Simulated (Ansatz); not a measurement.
# LaInO3: the cost of one run

Method: DFT PBEsol, spin-orbit coupling, plane waves, PAW, and further levels as typed in the inputs, in Ansatz 0.2.0.

### 1 The system as given

It takes space group Pnma (No. 62, orthorhombic). The conventional cell has a = 5.940 Å, b = 8.216 Å, c = 5.723 Å, α = 90.00°, β = 90.00°, γ = 90.00°. La (site symmetry m) is surrounded by 6 O at 2.35 to 2.67 Å. Around In (site symmetry -1) lie 6 O at 2.11 to 2.22 Å. O (site symmetry m) is surrounded by 2 In at 2.16 Å and 2 La at 2.35 to 2.58 Å. O (site symmetry 1) is surrounded by 2 In at 2.11 to 2.22 Å and 2 La at 2.42 to 2.67 Å.

Coordinates:

```cif
data_structure
_symmetry_space_group_name_H-M 'Pnma'
_symmetry_Int_Tables_number 62
_cell_length_a 5.9404
_cell_length_b 8.2158
_cell_length_c 5.7229
_cell_angle_alpha 90.000
_cell_angle_beta 90.000
_cell_angle_gamma 90.000
_cell_volume 279.31
loop_
_atom_site_label
_atom_site_type_symbol
_atom_site_symmetry_multiplicity
_atom_site_Wyckoff_symbol
_atom_site_fract_x
_atom_site_fract_y
_atom_site_fract_z
_atom_site_occupancy
La1 La 4 c 0.94490 0.25000 0.01690 1
In1 In 4 b 0.00000 0.00000 0.50000 1
O1 O 4 c 0.02900 0.25000 0.61500 1
O2 O 8 d 0.20900 0.06230 0.19200 1
```

The structure rests on an entry of the Crystallography Open Database; cell or positions may have been set otherwise for this series.

### 2 Single point: LaInO3

Contents of input.yaml:

```yaml
crystal:
  lattice:
    - [5.9404, 0.0, 0.0]
    - [0.0, 8.2158, 0.0]
    - [0.0, 0.0, 5.7229]
  atoms:
    - { symbol: La, position: [0.9449, 0.25, 0.0169] }
    - { symbol: La, position: [0.5551, 0.75, 0.5169] }
    - { symbol: La, position: [0.4449, 0.25, 0.4831] }
    - { symbol: La, position: [0.0551, 0.75, 0.9831] }
    - { symbol: In, position: [0.0, 0.0, 0.5] }
    - { symbol: In, position: [0.5, 0.0, 0.0] }
    - { symbol: In, position: [0.5, 0.5, 0.0] }
    - { symbol: In, position: [0.0, 0.5, 0.5] }
    - { symbol: O, position: [0.029, 0.25, 0.615] }
    - { symbol: O, position: [0.471, 0.75, 0.115] }
    - { symbol: O, position: [0.529, 0.25, 0.885] }
    - { symbol: O, position: [0.971, 0.75, 0.385] }
    - { symbol: O, position: [0.209, 0.0623, 0.192] }
    - { symbol: O, position: [0.291, 0.9377, 0.692] }
    - { symbol: O, position: [0.709, 0.4377, 0.308] }
    - { symbol: O, position: [0.791, 0.5623, 0.808] }
    - { symbol: O, position: [0.791, 0.9377, 0.808] }
    - { symbol: O, position: [0.709, 0.0623, 0.308] }
    - { symbol: O, position: [0.291, 0.5623, 0.692] }
    - { symbol: O, position: [0.209, 0.4377, 0.192] }
scf:
  occupations: { method: fixed }
output:
  forces: false
  stress: false
  eigenvalues: true
  eigenstates: { kpoints: [[0, 0, 0]], e_range: [-1, 4] }
  write_density: true
  write_potential: true
  elf: true
  volumetric_format: npy
kpoints:
  mp_grid: { grid: [4, 3, 4] }
hamiltonian:
  xc: pbesol
magnetization:
  noncollinear: true
  spin_orbit: true
```

Started as:

```
$ ansatz run input.yaml --threads 8 --pin off --max-ram 22528MiB --backend cpu --events-out ev --progress --plain --runs-dir out
```

**Question.** How long does this run take on 8 threads of AMD EPYC 9R45 (Zen 5), shared host, and how much memory does it need?

About 43 s, with a peak of 7.2 GiB.
